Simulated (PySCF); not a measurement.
# Ru, Ru⁺: ionisation energy in aug-cc-pwCVTZ-DK plus 1 even-tempered diffuse shell per l, part 2 of 2

Wanted: the ionisation energy of ruthenium, up a ladder of methods.

PySCF 2.14.0; aug-cc-pwCVTZ-DK plus 1 even-tempered diffuse shell per l, scalar relativity by spin-free X2C-1e. The scripts are equivalent inputs of a driver's runs. The steps go on from the part before.

### 3 Ru⁺

**UHF**

input.py

```python
from pyscf import gto, scf, dft, mp, cc
import basis_set_exchange as bse
mol = gto.M(atom="Ru 0 0 0", charge=1, spin=3, symmetry="D2h",
            basis=gto.basis.parse(bse.get_basis("aug-cc-pwCVTZ-DK", elements=["Ru"], fmt="nwchem", header=False, augment_diffuse=1)),
            nucmod="G")
mf = scf.UHF(mol).sfx2c1e()
mf.irrep_nelec = {'Ag': (8, 7), 'B1g': (2, 2), 'B2g': (2, 1), 'B3g': (2, 1), 'B1u': (3, 3), 'B2u': (3, 3), 'B3u': (3, 3)}
mf.kernel()
```

What it wrote:

```text
damping factor = 0
level_shift factor = 0
DIIS = <class 'pyscf.scf.diis.CDIIS'>
diis_start_cycle = 1
diis_space = 10
diis_damp = 0
SCF conv_tol = 1e-09
SCF conv_tol_grad = None
number electrons alpha = 23  beta = 20
cycle= 1 E= -4527.62634652098  delta_E= -0.00762  |g|= 0.0365  |ddm|= 0.0397
cycle= 2 E= -4527.62672688315  delta_E= -0.00038  |g|= 0.0093  |ddm|= 0.0108
cycle= 3 E= -4527.62676022667  delta_E= -3.33e-05  |g|= 0.0024  |ddm|= 0.0057
cycle= 4 E= -4527.6267621893  delta_E= -1.96e-06  |g|= 0.000883  |ddm|= 0.00159
cycle= 5 E= -4527.6267631202  delta_E= -9.31e-07  |g|= 0.00016  |ddm|= 0.00163
cycle= 6 E= -4527.62676314668  delta_E= -2.65e-08  |g|= 4.47e-05  |ddm|= 0.000275
cycle= 7 E= -4527.62676314778  delta_E= -1.1e-09  |g|= 6.85e-06  |ddm|= 4.68e-05
cycle= 8 E= -4527.62676314783  delta_E= -5.28e-11  |g|= 7.64e-07  |ddm|= 1.12e-05
converged SCF energy = -4527.62676314783  <S^2> = 3.7560169  2S+1 = 4.0030073
```

It took 8 s on 2 threads of Neoverse-V1, shared host, the integrals not counted.

The occupied shells:

```csv
shell,electrons,mean orbital energy (eV),spread (eV),rms radius (bohr)
1s β,1,-22239.5,0,0.0384
1s α,1,-22239.4,0,0.0384
2s α,1,-3283.9,0,0.158
2s β,1,-3283.1,0,0.158
2p α,3,-2936.5,0,0.140
2p β,3,-2935.7,0,0.140
3s α,1,-618.54,0,0.428
3s β,1,-618.20,0,0.428
3p α,3,-501.15,0,0.432
3p β,3,-500.71,0,0.432
3d α,5,-312.22,0.267,0.418
3d β,5,-311.15,0.988,0.418
4s α,1,-103.20,0,1.10
4s β,1,-98.661,0,1.10
4p α,3,-68.786,0,1.22
4p β,3,-62.840,0,1.22
4d α,5,-18.953,1.062,1.77
4d β,2,-16.653,0,1.77
```

⟨S²⟩ = 3.756, ⟨L²⟩ = 12.06.

Spin-orbit constants on these orbitals (cm⁻¹; bare nucleus, screened nucleus, mean field): 4d 1347, 1041, n/a. To first order in LS coupling the lowest level has J = 9/2 and lies 0.194 eV below the centre of the term.

**LDA**

input.py differs from the last one in:

```diff
@@ -5,3 +5,3 @@
             nucmod="G")
-mf = scf.UHF(mol).sfx2c1e()
+mf = dft.UKS(mol, xc="LDA,VWN").sfx2c1e()
 mf.irrep_nelec = {'Ag': (8, 7), 'B1g': (2, 2), 'B2g': (2, 1), 'B3g': (2, 1), 'B1u': (3, 3), 'B2u': (3, 3), 'B3u': (3, 3)}
```

What it wrote:

```text
damping factor = 0
level_shift factor = 0
DIIS = <class 'pyscf.scf.diis.CDIIS'>
diis_start_cycle = 1
diis_space = 10
diis_damp = 0
SCF conv_tol = 1e-09
SCF conv_tol_grad = None
number electrons alpha = 23  beta = 20
XC functionals = LDA,VWN
    P. A. M. Dirac.,  Math. Proc. Cambridge Philos. Soc. 26, 376 (1930)
    F. Bloch.,  Z. Phys. 57, 545 (1929)
    S. H. Vosko, L. Wilk, and M. Nusair.,  Can. J. Phys. 58, 1200 (1980)
cycle= 1 E= -4524.8677014129  delta_E= -0.0327  |g|= 0.103  |ddm|= 0.689
cycle= 2 E= -4524.86668122895  delta_E= 0.00102  |g|= 0.119  |ddm|= 0.121
cycle= 3 E= -4524.86881983216  delta_E= -0.00214  |g|= 0.0164  |ddm|= 0.0616
cycle= 4 E= -4524.86887174669  delta_E= -5.19e-05  |g|= 0.00104  |ddm|= 0.00883
cycle= 5 E= -4524.86887208971  delta_E= -3.43e-07  |g|= 0.000161  |ddm|= 0.000774
cycle= 6 E= -4524.86887209763  delta_E= -7.93e-09  |g|= 1.91e-06  |ddm|= 0.000101
cycle= 7 E= -4524.86887209764  delta_E= -4.55e-12  |g|= 3.07e-07  |ddm|= 4.18e-06
converged SCF energy = -4524.86887209764  <S^2> = 3.7512988  2S+1 = 4.0006494
```

It took 2.8 s on 2 threads of Neoverse-V1, shared host, the integrals not counted.

**PBE**

input.py differs from the last one in:

```diff
@@ -5,3 +5,3 @@
             nucmod="G")
-mf = dft.UKS(mol, xc="LDA,VWN").sfx2c1e()
+mf = dft.UKS(mol, xc="PBE").sfx2c1e()
 mf.irrep_nelec = {'Ag': (8, 7), 'B1g': (2, 2), 'B2g': (2, 1), 'B3g': (2, 1), 'B1u': (3, 3), 'B2u': (3, 3), 'B3u': (3, 3)}
```

What it wrote:

```text
damping factor = 0
level_shift factor = 0
DIIS = <class 'pyscf.scf.diis.CDIIS'>
diis_start_cycle = 1
diis_space = 10
diis_damp = 0
SCF conv_tol = 1e-09
SCF conv_tol_grad = None
number electrons alpha = 23  beta = 20
XC functionals = PBE
    J. P. Perdew, K. Burke, and M. Ernzerhof.,  Phys. Rev. Lett. 77, 3865 (1996)
    J. P. Perdew, K. Burke, and M. Ernzerhof.,  Phys. Rev. Lett. 78, 1396 (1997)
    J. P. Perdew, K. Burke, and M. Ernzerhof.,  Phys. Rev. Lett. 77, 3865 (1996)
    J. P. Perdew, K. Burke, and M. Ernzerhof.,  Phys. Rev. Lett. 78, 1396 (1997)
cycle= 1 E= -4529.54007103496  delta_E= -0.0214  |g|= 0.0607  |ddm|= 0.601
cycle= 2 E= -4529.53960543903  delta_E= 0.000466  |g|= 0.0772  |ddm|= 0.0792
cycle= 3 E= -4529.54063984705  delta_E= -0.00103  |g|= 0.00655  |ddm|= 0.0385
cycle= 4 E= -4529.54064720783  delta_E= -7.36e-06  |g|= 9.84e-05  |ddm|= 0.00362
cycle= 5 E= -4529.5406472127  delta_E= -4.86e-09  |g|= 1.29e-05  |ddm|= 0.000154
cycle= 6 E= -4529.54064721275  delta_E= -5.55e-11  |g|= 4.62e-06  |ddm|= 1.25e-05
converged SCF energy = -4529.54064721275  <S^2> = 3.7518663  2S+1 = 4.000933
```

It took 3.4 s on 2 threads of Neoverse-V1, shared host, the integrals not counted.

**PBE0**

input.py differs from the last one in:

```diff
@@ -5,3 +5,3 @@
             nucmod="G")
-mf = dft.UKS(mol, xc="PBE").sfx2c1e()
+mf = dft.UKS(mol, xc="PBE0").sfx2c1e()
 mf.irrep_nelec = {'Ag': (8, 7), 'B1g': (2, 2), 'B2g': (2, 1), 'B3g': (2, 1), 'B1u': (3, 3), 'B2u': (3, 3), 'B3u': (3, 3)}
```

What it wrote:

```text
damping factor = 0
level_shift factor = 0
DIIS = <class 'pyscf.scf.diis.CDIIS'>
diis_start_cycle = 1
diis_space = 10
diis_damp = 0
SCF conv_tol = 1e-09
SCF conv_tol_grad = None
number electrons alpha = 23  beta = 20
XC functionals = PBE0
    C. Adamo and V. Barone.,  J. Chem. Phys. 110, 6158 (1999)
    M. Ernzerhof and G. E. Scuseria.,  J. Chem. Phys. 110, 5029 (1999)
cycle= 1 E= -4529.61168457053  delta_E= -0.0127  |g|= 0.0273  |ddm|= 0.44
cycle= 2 E= -4529.61173943842  delta_E= -5.49e-05  |g|= 0.0117  |ddm|= 0.0325
cycle= 3 E= -4529.61174710702  delta_E= -7.67e-06  |g|= 0.00424  |ddm|= 0.00721
cycle= 4 E= -4529.6117497287  delta_E= -2.62e-06  |g|= 0.00109  |ddm|= 0.00242
cycle= 5 E= -4529.61175002826  delta_E= -3e-07  |g|= 0.000134  |ddm|= 0.000657
cycle= 6 E= -4529.6117500354  delta_E= -7.13e-09  |g|= 1.4e-05  |ddm|= 0.000121
cycle= 7 E= -4529.6117500355  delta_E= -1e-10  |g|= 7.61e-07  |ddm|= 1.52e-05
converged SCF energy = -4529.6117500355  <S^2> = 3.7524661  2S+1 = 4.0012329
```

It took 7 s on 2 threads of Neoverse-V1, shared host, the integrals not counted.

**r2SCAN**

input.py differs from the last one in:

```diff
@@ -5,3 +5,3 @@
             nucmod="G")
-mf = dft.UKS(mol, xc="PBE0").sfx2c1e()
+mf = dft.UKS(mol, xc="R2SCAN").sfx2c1e()
 mf.irrep_nelec = {'Ag': (8, 7), 'B1g': (2, 2), 'B2g': (2, 1), 'B3g': (2, 1), 'B1u': (3, 3), 'B2u': (3, 3), 'B3u': (3, 3)}
```

What it wrote:

```text
damping factor = 0
level_shift factor = 0
DIIS = <class 'pyscf.scf.diis.CDIIS'>
diis_start_cycle = 1
diis_space = 10
diis_damp = 0
SCF conv_tol = 1e-09
SCF conv_tol_grad = None
number electrons alpha = 23  beta = 20
XC functionals = R2SCAN
    J. W. Furness, A. D. Kaplan, J. Ning, J. P. Perdew, and J. Sun.,  J. Phys. Chem. Lett. 11, 8208-8215 (2020)
    J. W. Furness, A. D. Kaplan, J. Ning, J. P. Perdew, and J. Sun.,  J. Phys. Chem. Lett. 11, 9248-9248 (2020)
    J. W. Furness, A. D. Kaplan, J. Ning, J. P. Perdew, and J. Sun.,  J. Phys. Chem. Lett. 11, 8208-8215 (2020)
    J. W. Furness, A. D. Kaplan, J. Ning, J. P. Perdew, and J. Sun.,  J. Phys. Chem. Lett. 11, 9248-9248 (2020)
cycle= 1 E= -4529.92715683807  delta_E= -0.0133  |g|= 0.0381  |ddm|= 0.452
cycle= 2 E= -4529.92716119786  delta_E= -4.36e-06  |g|= 0.03  |ddm|= 0.0398
cycle= 3 E= -4529.92725752341  delta_E= -9.63e-05  |g|= 0.00715  |ddm|= 0.016
cycle= 4 E= -4529.92726760674  delta_E= -1.01e-05  |g|= 0.0011  |ddm|= 0.00384
cycle= 5 E= -4529.92726793439  delta_E= -3.28e-07  |g|= 0.000124  |ddm|= 0.000711
cycle= 6 E= -4529.92726794167  delta_E= -7.28e-09  |g|= 1.96e-05  |ddm|= 0.000164
cycle= 7 E= -4529.92726794322  delta_E= -1.55e-09  |g|= 9.59e-06  |ddm|= 0.00014
cycle= 8 E= -4529.92726794383  delta_E= -6.14e-10  |g|= 1.09e-06  |ddm|= 0.000146
converged SCF energy = -4529.92726794383  <S^2> = 3.7541133  2S+1 = 4.0020561
```

Time after the integrals: 11 s (2 threads of Neoverse-V1, shared host).

**MP2 (valence)**

input.py differs from the last one in:

```diff
@@ -5,4 +5,5 @@
             nucmod="G")
-mf = dft.UKS(mol, xc="R2SCAN").sfx2c1e()
+mf = scf.UHF(mol).sfx2c1e()
 mf.irrep_nelec = {'Ag': (8, 7), 'B1g': (2, 2), 'B2g': (2, 1), 'B3g': (2, 1), 'B1u': (3, 3), 'B2u': (3, 3), 'B3u': (3, 3)}
 mf.kernel()
+mp.UMP2(mf, frozen=18).kernel()
```

This step left no log, only its results.

It took 2.2 s on 2 threads of Neoverse-V1, shared host, the integrals not counted.

With 7 electrons correlated, the MP2 correlation energy is -0.16686 hartree (-0.06853 same spin, -0.09833 opposite spin); the SCS form gives -0.14084. Largest pairs of shells: 4d-4d -0.1669.

**MP2 (valence and next inner shell)**

input.py differs from the last one in:

```diff
@@ -8,2 +8,2 @@
 mf.kernel()
-mp.UMP2(mf, frozen=18).kernel()
+mp.UMP2(mf, frozen=14).kernel()
```

No log was kept for this step.

Time after the integrals: 3.2 s (2 threads of Neoverse-V1, shared host).

With 15 electrons correlated, the MP2 correlation energy is -0.50698 hartree (-0.15653 same spin, -0.35044 opposite spin); the SCS form gives -0.47271. Largest pairs of shells: 4p-4d -0.1907, 4d-4d -0.1669, 4p-4p -0.0739, 4s-4p -0.0372, 4s-4d -0.0325.

Radial density 4πr²ρ of Ru⁺ at UHF, without picture-change correction:

```csv
r (bohr),density,spin density
0.000739,0.883,0.000
0.00124,2.07,0.000
0.00209,4.71,0.000
0.00352,10.3,0.000
0.00591,20.7,-0.001
0.00995,36.9,-0.001
0.0167,52.7,-0.002
0.0281,54.6,-0.003
0.0473,47.2,-0.003
0.0796,63.2,0.023
0.134,62.4,0.202
0.225,45.6,0.478
0.379,50.0,0.160
0.637,15.1,0.295
1.07,13.9,2.065
1.80,4.76,1.413
3.03,0.576,0.200
5.10,0.0168,0.003
8.58,3.60e-05,0.000
```

### 4 How the shells move

Highest occupied Hartree-Fock shell of each state: Ru 5s α at -6.478 eV; Ru⁺ 4d β at -16.653 eV.

### 5 Differences of total energies

Ionisation energy: Ru [Kr] 4d7 5s1 (5F) → Ru⁺ [Kr] 4d7 (4F).

```csv
method,value (eV),error (eV),"CPU time, both states (s)"
UHF,6.294,-1.071,35
LDA,8.024,+0.659,11
PBE,7.749,+0.384,14
PBE0,7.458,+0.093,27
r2SCAN,7.660,+0.295,43
MP2 (valence),7.191,-0.174,44
SCS-MP2 (valence),6.914,-0.451,44
MP2 (valence and next inner shell),7.424,+0.059,48
SCS-MP2 (valence and next inner shell),7.115,-0.250,48
```

Reference: 7.365 eV (measured; NIST levels, between the centres of gravity of the two terms).

Times are CPU seconds on a shared host without the integrals; correlated rows include their Hartree-Fock run, whose time holds the symmetry-adapted start and any spin-orbit constants, while functionals begin from orbitals already made.

### 6 Results

This closing draws on all 2 parts.

| quantity | value |
| --- | --- |
| ionisation energy, Ru | UHF 6.294, MP2 (valence and next inner shell) 7.424 eV; reference 7.365 |

Accuracy against cost (mean over 1 difference):

```csv
method,mean absolute miss against the measured value (with the measured fine structure taken into account where it is known) (eV),"CPU time, both states (s)"
UHF,1.071,35
LDA,0.659,11
PBE,0.384,14
PBE0,0.093,27
r2SCAN,0.295,43
MP2 (valence),0.174,44
SCS-MP2 (valence),0.451,44
MP2 (valence and next inner shell),0.059,48
SCS-MP2 (valence and next inner shell),0.250,48
```

Against experiment MP2 (valence and next inner shell) comes closest (off by 0.06 eV) and UHF is farthest (1.07 eV). In a finite basis a lower level can come nearest by cancelling errors. Hartree-Fock falls short because the species with more electrons holds more correlation energy, which it lacks. PBE is off by +0.38 eV. The basis is finite, and no extrapolation was made. The dearest level timed, MP2 (valence and next inner shell), costs 4.5 times the cheapest, LDA, and differs from the measured value (with the measured fine structure taken into account where it is known) by 0.06 against 0.66 eV.
